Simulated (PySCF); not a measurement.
**OsO3(H2O)2: how settings move a single point**

Which settings matter for OsO3(H2O)2? Each run alters one on purpose. The species was built from a template and needn't be a known compound.

Method: r2SCAN, Os def2-SVP with ECP60, O def2-SVP, H def2-SVP; scalar-relativistic core potentials, no spin–orbit coupling; program: PySCF 2.14.0.

5 further runs of the same task are left out: 2 for a known fault of the program, 2 that didn't finish, 1 set aside as unsound or not needed.

## Step 1: Where the work starts

10 atoms, charge 0, spin multiplicity 3.

Bond lengths: Os1–O2 1.724 Å, Os1–O3 1.724 Å, Os1–O4 1.765 Å, O5–H6 0.972 Å, O5–H7 0.970 Å, O8–H9 0.970 Å, O8–H10 0.972 Å. Angles: O2–Os1–O3 130.6°, O2–Os1–O4 114.7°, O3–Os1–O4 114.7°, H6–O5–H7 104.6°, H9–O8–H10 104.6°.

As a file:

```xyz
10

Os   -0.1391    0.0000    0.0000
O    -0.8594   -0.4581    1.4980
O    -0.8594    0.4581   -1.4980
O     1.6256    0.0000    0.0000
O     0.3933    2.5161    0.1823
H     1.3462    2.3403    0.1097
H     0.1413    2.8589   -0.6889
O     0.3933   -2.5161   -0.1823
H     0.1413   -2.8589    0.6889
H     1.3462   -2.3403   -0.1097
```

Formal oxidation states: Os +6. An earlier session relaxed this geometry at r2SCAN, Os def2-SVP with ECP60, O def2-SVP, H def2-SVP (triplet, point group C2).

The sound run used a (50, 194) grid (finer on f atoms), a threshold of 1e-8 and at most 55 cycles, and ended at -468.786953 Eh.

## Step 2: Altered run 1

run.py (the lines that set the calculation) reads:

```python
mol = gto.M(atom='''
Os    -0.13911     0.00000     0.00000
O     -0.85938    -0.45808     1.49803
O     -0.85938     0.45808    -1.49803
O      1.62562     0.00000     0.00000
O      0.39326     2.51608     0.18234
H      1.34624     2.34035     0.10970
H      0.14126     2.85888    -0.68892
O      0.39326    -2.51608    -0.18234
H      0.14126    -2.85888     0.68892
H      1.34624    -2.34035    -0.10970''',
    basis={'Os': 'def2-SVP', 'O': 'def2-SVP', 'H': 'def2-SVP'},
    ecp={'Os': 'def2-SVP'},
    charge=0, spin=2)
mf = dft.UKS(mol, xc='R2SCAN')
mf.grids.atom_grid = (99, 590)
mf = mf.density_fit()  # fitting sets: Os def2-universal-JKFIT, O def2-universal-JKFIT, H def2-universal-JKFIT
mf.conv_tol = 1e-08; mf.max_cycle = 55
mf.kernel(dm0)  # dm0: free metal ions and neutral atoms
```

Launch:

```console
OMP_NUM_THREADS=4 python run.py
```

The log of the run:

```text
init E= -477.614396842401
  HOMO = -0.251347415717  LUMO = -0.224153141491  gap/eV = 0.73999
cycle= 1 E= -468.160837428867  delta_E= 9.45  |g|= 1.05  |ddm|= 2.92
cycle= 2 E= -463.625804440186  delta_E= 4.54  |g|= 2.71  |ddm|= 4.05
cycle= 3 E= -468.077994256794  delta_E= -4.45  |g|=  1.3  |ddm|= 3.92
  HOMO = -0.235028661817  LUMO = -0.202605542202  gap/eV = 0.88228
cycle= 4 E= -468.588016555034  delta_E= -0.51  |g|= 0.659  |ddm|= 1.63
  HOMO = -0.155269559495  LUMO = -0.128082068045  gap/eV = 0.73981
cycle= 5 E= -468.625399412132  delta_E= -0.0374  |g|= 0.617  |ddm|= 0.926
  HOMO = -0.178584306109  LUMO = -0.149052489129  gap/eV = 0.80360
cycle= 6 E= -468.763858018849  delta_E= -0.138  |g|= 0.24  |ddm|= 0.654
  HOMO = -0.200059720894  LUMO = -0.152390801224  gap/eV = 1.29714
cycle= 7 E= -468.7861853426  delta_E= -0.0223  |g|= 0.0312  |ddm|= 0.186
  HOMO = -0.199191731165  LUMO = -0.147386732731  gap/eV = 1.40969
cycle= 8 E= -468.78673220772  delta_E= -0.000547  |g|= 0.00976  |ddm|= 0.0454
  HOMO = -0.200875370462  LUMO = -0.147928886818  gap/eV = 1.44075
cycle= 9 E= -468.786810496894  delta_E= -7.83e-05  |g|= 0.003  |ddm|= 0.0234
  HOMO = -0.200697284072  LUMO = -0.147838240491  gap/eV = 1.43837
cycle= 10 E= -468.786824909769  delta_E= -1.44e-05  |g|= 0.00144  |ddm|= 0.0112
  HOMO = -0.200695677782  LUMO = -0.147823539035  gap/eV = 1.43872
cycle= 11 E= -468.786827683634  delta_E= -2.77e-06  |g|= 0.000536  |ddm|= 0.00513
  HOMO = -0.20077520497  LUMO = -0.14786846292  gap/eV = 1.43967
cycle= 12 E= -468.786828032353  delta_E= -3.49e-07  |g|= 0.000206  |ddm|= 0.00203
  HOMO = -0.200775785525  LUMO = -0.147890288721  gap/eV = 1.43909
cycle= 13 E= -468.786828061368  delta_E= -2.9e-08  |g|= 5.03e-05  |ddm|= 0.000299
  HOMO = -0.200769545801  LUMO = -0.14788650206  gap/eV = 1.43902
cycle= 14 E= -468.786828064364  delta_E= -3e-09  |g|= 1.82e-05  |ddm|= 0.000135
  HOMO = -0.200774695444  LUMO = -0.147890067925  gap/eV = 1.43906
Extra cycle  E= -468.78682806335  delta_E= 1.01e-09  |g|= 5.65e-05  |ddm|= 6.21e-05
converged SCF energy = -468.78682806335  <S^2> = 2.0088641  2S+1 = 3.0059036
```

It took 38 s on 4 threads of Arm Neoverse V2, shared host.

Changed: the integration grid, to (99, 590). It converges in 14 cycles, +0.003 eV from the sound run, with a largest force component of 0.07 eV/Å. The result survives the change.

## Step 3: Altered run 2

Edit run.py (the lines that set the calculation) of step 2 so:

```diff
@@ -15,5 +15,5 @@
 mf = dft.UKS(mol, xc='R2SCAN')
-mf.grids.atom_grid = (99, 590)
+mf.grids.atom_grid = (50, 194)
 mf = mf.density_fit()  # fitting sets: Os def2-universal-JKFIT, O def2-universal-JKFIT, H def2-universal-JKFIT
-mf.conv_tol = 1e-08; mf.max_cycle = 55
+mf.conv_tol = 1e-05; mf.max_cycle = 55
 mf.kernel(dm0)  # dm0: free metal ions and neutral atoms
```

Launch:

```console
OMP_NUM_THREADS=4 python run.py
```

The log of the run:

```text
init E= -477.614416073584
  HOMO = -0.251326643641  LUMO = -0.22414522463  gap/eV = 0.73964
cycle= 1 E= -468.160405706526  delta_E= 9.45  |g|= 1.05  |ddm|= 2.92
cycle= 2 E= -463.622850202893  delta_E= 4.54  |g|= 2.71  |ddm|= 4.05
cycle= 3 E= -468.076440110684  delta_E= -4.45  |g|=  1.3  |ddm|= 3.93
  HOMO = -0.235125251396  LUMO = -0.202699429996  gap/eV = 0.88235
cycle= 4 E= -468.588073544997  delta_E= -0.512  |g|= 0.659  |ddm|= 1.63
  HOMO = -0.155235763635  LUMO = -0.128113466192  gap/eV = 0.73804
cycle= 5 E= -468.625216385268  delta_E= -0.0371  |g|= 0.617  |ddm|= 0.927
  HOMO = -0.178552582628  LUMO = -0.149126054033  gap/eV = 0.80074
cycle= 6 E= -468.763947713868  delta_E= -0.139  |g|= 0.24  |ddm|= 0.654
  HOMO = -0.200047109762  LUMO = -0.152473514337  gap/eV = 1.29454
cycle= 7 E= -468.786312466992  delta_E= -0.0224  |g|= 0.0312  |ddm|= 0.186
  HOMO = -0.199185147264  LUMO = -0.147474780226  gap/eV = 1.40711
cycle= 8 E= -468.786857651618  delta_E= -0.000545  |g|= 0.00975  |ddm|= 0.0453
  HOMO = -0.200866243753  LUMO = -0.148012969895  gap/eV = 1.43821
cycle= 9 E= -468.786935517627  delta_E= -7.79e-05  |g|= 0.00298  |ddm|= 0.0233
  HOMO = -0.200690194054  LUMO = -0.147920710054  gap/eV = 1.43593
cycle= 10 E= -468.786949790702  delta_E= -1.43e-05  |g|= 0.00144  |ddm|= 0.0112
  HOMO = -0.20068718304  LUMO = -0.147903677937  gap/eV = 1.43631
cycle= 11 E= -468.786952559723  delta_E= -2.77e-06  |g|= 0.000535  |ddm|= 0.00511
  HOMO = -0.200836637726  LUMO = -0.147986622147  gap/eV = 1.43812
Extra cycle  E= -468.786952546712  delta_E= 1.3e-08  |g|= 0.00087  |ddm|= 0.00145
converged SCF energy = -468.786952546712  <S^2> = 2.0087187  2S+1 = 3.0058069
```

It took 8.3 s on 4 threads of Arm Neoverse V2, shared host.

Changed: the SCF threshold (1e-05). It converges in 11 cycles, at the sound run's energy within 0.001 eV, with a largest force component of 0.03 eV/Å. The result survives the change.

## Step 4: Altered run 3

Edit run.py (the lines that set the calculation) of step 3 so:

```diff
@@ -17,3 +17,3 @@
 mf = mf.density_fit()  # fitting sets: Os def2-universal-JKFIT, O def2-universal-JKFIT, H def2-universal-JKFIT
-mf.conv_tol = 1e-05; mf.max_cycle = 55
-mf.kernel(dm0)  # dm0: free metal ions and neutral atoms
+mf.conv_tol = 1e-08; mf.max_cycle = 55
+mf.kernel(dm0)  # dm0: smeared density
```

Launch:

```console
OMP_NUM_THREADS=4 python run.py
```

The log of the run:

```text
init E= -468.707051393574
  HOMO = -0.189394819339  LUMO = -0.149015687435  gap/eV = 1.09877
cycle= 1 E= -468.777241048665  delta_E= -0.0702  |g|= 0.14  |ddm|= 0.651
  HOMO = -0.196990034822  LUMO = -0.174747054628  gap/eV = 0.60526
cycle= 2 E= -468.102624695922  delta_E= 0.675  |g|= 1.26  |ddm|= 1.48
  HOMO = -0.205293860257  LUMO = -0.156698627227  gap/eV = 1.32234
cycle= 3 E= -468.779636711046  delta_E= -0.677  |g|= 0.132  |ddm|= 1.43
  HOMO = -0.196396497713  LUMO = -0.147636360754  gap/eV = 1.32683
cycle= 4 E= -468.783996759244  delta_E= -0.00436  |g|= 0.084  |ddm|= 0.142
  HOMO = -0.198427933446  LUMO = -0.148412064515  gap/eV = 1.36100
cycle= 5 E= -468.786737739904  delta_E= -0.00274  |g|= 0.0212  |ddm|= 0.0658
  HOMO = -0.200147320326  LUMO = -0.14822927213  gap/eV = 1.41276
cycle= 6 E= -468.786914302416  delta_E= -0.000177  |g|= 0.00683  |ddm|= 0.0207
  HOMO = -0.201051992026  LUMO = -0.148293397596  gap/eV = 1.43563
cycle= 7 E= -468.786945927804  delta_E= -3.16e-05  |g|= 0.00287  |ddm|= 0.0124
  HOMO = -0.200593644814  LUMO = -0.147841743846  gap/eV = 1.43545
cycle= 8 E= -468.786951500697  delta_E= -5.57e-06  |g|= 0.00107  |ddm|= 0.00399
  HOMO = -0.20076977307  LUMO = -0.147985960568  gap/eV = 1.43632
cycle= 9 E= -468.786952699754  delta_E= -1.2e-06  |g|= 0.000491  |ddm|= 0.00256
  HOMO = -0.200751481494  LUMO = -0.147952057755  gap/eV = 1.43675
cycle= 10 E= -468.786952569584  delta_E= 1.3e-07  |g|= 0.000915  |ddm|= 0.00151
  HOMO = -0.200752386157  LUMO = -0.147951266692  gap/eV = 1.43679
cycle= 11 E= -468.786952917468  delta_E= -3.48e-07  |g|= 0.000207  |ddm|= 0.00101
  HOMO = -0.200767482229  LUMO = -0.147963177376  gap/eV = 1.43688
cycle= 12 E= -468.786952940341  delta_E= -2.29e-08  |g|= 6.23e-05  |ddm|= 0.000297
  HOMO = -0.20076181306  LUMO = -0.147965035439  gap/eV = 1.43667
cycle= 13 E= -468.786952943405  delta_E= -3.06e-09  |g|= 1.29e-05  |ddm|= 0.000143
  HOMO = -0.200764475026  LUMO = -0.147967743678  gap/eV = 1.43667
Extra cycle  E= -468.786952943466  delta_E= -6.07e-11  |g|= 2.2e-05  |ddm|= 5.01e-05
converged SCF energy = -468.786952943466  <S^2> = 2.0088338  2S+1 = 3.0058834
```

Run time: 9.7 s. Hardware: 4 threads of Arm Neoverse V2, shared host.

Changed: the starting guess (smeared density). It converges in 13 cycles, at the sound run's energy within 0.001 eV, with a largest force component of 0.03 eV/Å. The result survives the change.

## Step 5: Altered run 4

Edit run.py (the lines that set the calculation) of step 4 so:

```diff
@@ -7,3 +7,3 @@
 H      1.34624     2.34035     0.10970
-H      0.14126     2.85888    -0.68892
+H     -0.03471     1.06456    -0.25653
 O      0.39326    -2.51608    -0.18234
@@ -17,3 +17,3 @@
 mf = mf.density_fit()  # fitting sets: Os def2-universal-JKFIT, O def2-universal-JKFIT, H def2-universal-JKFIT
-mf.conv_tol = 1e-08; mf.max_cycle = 55
-mf.kernel(dm0)  # dm0: smeared density
+mf.conv_tol = 1e-08; mf.max_cycle = 66
+mf.kernel(dm0)  # dm0: free metal ions and neutral atoms
```

Launch:

```console
OMP_NUM_THREADS=4 python run.py
```

The log of the run:

```text
init E= -477.377479430261
cycle= 1 E= -467.084630006042  delta_E= 10.3  |g|= 1.44  |ddm|= 3.15
cycle= 2 E= -457.04397744341  delta_E=   10  |g|= 4.15  |ddm|= 4.94
cycle= 3 E= -466.88293581491  delta_E= -9.84  |g|= 1.76  |ddm|= 4.31
  HOMO = -0.206819193273  LUMO = -0.202223721948  gap/eV = 0.12505
cycle= 4 E= -465.692594762942  delta_E= 1.19  |g|= 2.26  |ddm|= 2.32
cycle= 5 E= -468.143845958679  delta_E= -2.45  |g|= 0.785  |ddm|= 1.87
cycle= 6 E= -467.513458864519  delta_E= 0.63  |g|= 1.32  |ddm|= 1.81
  HOMO = -0.250662232099  LUMO = -0.236179232683  gap/eV = 0.39410
cycle= 7 E= -468.317742556171  delta_E= -0.804  |g|= 0.543  |ddm|= 1.55
  HOMO = -0.232262844765  LUMO = -0.224399080995  gap/eV = 0.21398
cycle= 8 E= -468.406808112119  delta_E= -0.0891  |g|= 0.288  |ddm|= 0.677
  HOMO = -0.227746284131  LUMO = -0.208445152599  gap/eV = 0.52521
cycle= 9 E= -468.444484437461  delta_E= -0.0377  |g|= 0.0587  |ddm|= 0.448
  HOMO = -0.234879352723  LUMO = -0.206634044365  gap/eV = 0.76859
cycle= 10 E= -468.446706460355  delta_E= -0.00222  |g|= 0.0261  |ddm|= 0.101
  HOMO = -0.233357260723  LUMO = -0.202449001584  gap/eV = 0.84106
cycle= 11 E= -468.447476584236  delta_E= -0.00077  |g|= 0.0262  |ddm|= 0.104
  HOMO = -0.233744701992  LUMO = -0.20082852344  gap/eV = 0.89569
cycle= 12 E= -468.447935860548  delta_E= -0.000459  |g|= 0.0246  |ddm|= 0.0684
  HOMO = -0.234735209625  LUMO = -0.200598065581  gap/eV = 0.92892
cycle= 13 E= -468.448630038893  delta_E= -0.000694  |g|= 0.0134  |ddm|= 0.0888
  HOMO = -0.235666021801  LUMO = -0.199422637616  gap/eV = 0.98623
cycle= 14 E= -468.449079189833  delta_E= -0.000449  |g|= 0.00747  |ddm|= 0.108
  HOMO = -0.236266279885  LUMO = -0.199307367622  gap/eV = 1.00570
cycle= 15 E= -468.449173758608  delta_E= -9.46e-05  |g|= 0.00427  |ddm|= 0.0398
  HOMO = -0.236432134594  LUMO = -0.199290092263  gap/eV = 1.01069
cycle= 16 E= -468.449208590176  delta_E= -3.48e-05  |g|= 0.00301  |ddm|= 0.0332
  HOMO = -0.236476309494  LUMO = -0.199278230346  gap/eV = 1.01221
cycle= 17 E= -468.449215278431  delta_E= -6.69e-06  |g|= 0.001  |ddm|= 0.0063
  HOMO = -0.236438798665  LUMO = -0.199342803906  gap/eV = 1.00943
cycle= 18 E= -468.44921619911  delta_E= -9.21e-07  |g|= 0.000902  |ddm|= 0.00231
  HOMO = -0.236512733149  LUMO = -0.19936075496  gap/eV = 1.01096
cycle= 19 E= -468.449217415108  delta_E= -1.22e-06  |g|= 0.000928  |ddm|= 0.00817
  HOMO = -0.23646455363  LUMO = -0.199396014204  gap/eV = 1.00869
cycle= 20 E= -468.449217922318  delta_E= -5.07e-07  |g|= 0.000238  |ddm|= 0.0035
  HOMO = -0.236446150773  LUMO = -0.199377252688  gap/eV = 1.00870
cycle= 21 E= -468.449218021921  delta_E= -9.96e-08  |g|= 0.000132  |ddm|= 0.00139
  HOMO = -0.236468784414  LUMO = -0.199396178519  gap/eV = 1.00880
cycle= 22 E= -468.449218040779  delta_E= -1.89e-08  |g|= 6.98e-05  |ddm|= 0.000587
  HOMO = -0.236462103051  LUMO = -0.199396062723  gap/eV = 1.00862
cycle= 23 E= -468.449218053505  delta_E= -1.27e-08  |g|= 3.01e-05  |ddm|= 0.000459
  HOMO = -0.236464043292  LUMO = -0.199398530312  gap/eV = 1.00860
cycle= 24 E= -468.449218055842  delta_E= -2.34e-09  |g|= 2.6e-05  |ddm|= 0.00017
  HOMO = -0.236461261966  LUMO = -0.199395944468  gap/eV = 1.00860
Extra cycle  E= -468.449218053172  delta_E= 2.67e-09  |g|= 8.84e-05  |ddm|= 0.00012
converged SCF energy = -468.449218053172  <S^2> = 2.0909337  2S+1 = 3.0600221
```

It took 15 s on 4 threads of Arm Neoverse V2, shared host.

Changed: one atom's place (atom 7 put 1.1 Å from the metal); the cycle limit is 66. It converges in 24 cycles, +9.190 eV from the sound run, with a largest force component of 33.47 eV/Å. The setting is unsound, so these numbers aren't the compound's.

## Step 6: Side by side

| run | changed | ending | energy change (eV) | cycles | time | usable |
| --- | --- | --- | --- | --- | --- | --- |
| 1 | the integration grid | converged | +0.003 | 14 | 38 s | yes |
| 2 | the SCF threshold | converged | 0.000 | 11 | 8.3 s | yes |
| 3 | the starting guess | converged | 0.000 | 13 | 9.7 s | yes |
| 4 | one atom's place | converged | +9.190 | 24 | 15 s | no |

3 of 4 altered runs give a usable result. 1 ended normally with numbers unfit to quote.
